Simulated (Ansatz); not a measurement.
**H8N2OSi2: basis-set convergence**

One table from this session's results is given with a row withheld; the runs are named, their logs left out.

Program: Ansatz 0.2.0, Gaussian basis. Level of theory: one geometry, several basis sets. These are calculated values, not measurements.

The runs, in order: PBE0-D4/def2-SVP; ωB97M-V/def2-SVP; PBE0-D4/def2-QZVPP; ωB97M-V/def2-QZVPP; the functionals' def2-TZVPP values are taken from earlier runs.

### The geometry

All runs share one geometry, relaxed beforehand with PBE0-D4 in a triple-zeta def2 set.

SMILES `N[SiH2][SiH](N)O`, 13 atoms, charge 0, spin multiplicity 1.

Atoms are counted from 1 here; the program's logs count them from 0.

Bond lengths: N1–Si2 1.740 Å, N1–H6 1.009 Å, N1–H7 1.009 Å, Si2–Si3 2.355 Å, Si2–H8 1.490 Å, Si2–H9 1.497 Å, Si3–N4 1.710 Å, Si3–O5 1.655 Å, Si3–H10 1.486 Å, N4–H11 1.006 Å, N4–H12 1.008 Å, O5–H13 0.959 Å. Angles: Si2–N1–H6 118.3°, Si2–N1–H7 118.0°, H6–N1–H7 109.6°, N1–Si2–Si3 106.5°, N1–Si2–H8 105.8°, N1–Si2–H9 114.8°, Si3–Si2–H8 111.0°, Si3–Si2–H9 112.0°, H8–Si2–H9 106.5°, Si2–Si3–N4 101.4°, Si2–Si3–O5 115.0°, Si2–Si3–H10 113.1°, N4–Si3–O5 113.3°, N4–Si3–H10 113.4°, O5–Si3–H10 101.2°, Si3–N4–H11 124.9°, Si3–N4–H12 119.5°, H11–N4–H12 113.4° and more.

Set-up of the first run:

Input file in.yaml:

```yaml
crystal:
  periodic: [false, false, false]
  atoms:
    - {symbol: N, position_ang: [-1.452177, 1.195553, 0.663870]}
    - {symbol: Si, position_ang: [-0.904443, 0.639102, -0.891631]}
    - {symbol: Si, position_ang: [0.882334, -0.838585, -0.480849]}
    - {symbol: N, position_ang: [0.573035, -1.302745, 1.135340]}
    - {symbol: O, position_ang: [2.390281, -0.191599, -0.697730]}
    - {symbol: H, position_ang: [-0.809083, 1.719914, 1.237650]}
    - {symbol: H, position_ang: [-2.371143, 1.608038, 0.722940]}
    - {symbol: H, position_ang: [-2.062000, -0.076680, -1.497825]}
    - {symbol: H, position_ang: [-0.525994, 1.725368, -1.850251]}
    - {symbol: H, position_ang: [0.920622, -1.984351, -1.426928]}
    - {symbol: H, position_ang: [0.982077, -2.098912, 1.594299]}
    - {symbol: H, position_ang: [-0.242715, -0.945358, 1.606514]}
    - {symbol: H, position_ang: [2.639505, 0.515655, -0.100699]}
basis:
  gaussian: {orbitals: def2-SVP}
hamiltonian: {xc: pbe0, dispersion: d4}
output: {orbitals: {seedname: orbitals}}
```

Launch:

```
> ansatz run in.yaml --threads 4 --pin off --events-out ev --progress --plain --max-ram 10444MiB
```

Among the steps run: PBE0-D4 in def2-SVP; ωB97M-V in def2-SVP; PBE0-D4 in def2-QZVPP; ωB97M-V in def2-QZVPP.

One table of the session follows, with a row left open; its other results are not shown here.

It belongs to the step «Density functionals: the series». 

```
functional       basis  HOMO (eV)  LUMO (eV)
   PBE0-D4    def2-SVP      -6.92       0.25
   PBE0-D4  def2-TZVPP          ?          ?
   PBE0-D4  def2-QZVPP      -7.17      -0.45
   ωB97M-V    def2-SVP      -9.05       2.04
   ωB97M-V  def2-TZVPP      -9.27       1.29
   ωB97M-V  def2-QZVPP      -9.31       0.98
```

**Question.** Estimate the row for PBE0-D4, def2-TZVPP.

As computed: HOMO (eV): -7.12; LUMO (eV): -0.28. In the column «HOMO (eV)» it lies between PBE0-D4, def2-QZVPP (-7.17) and PBE0-D4, def2-SVP (-6.92).
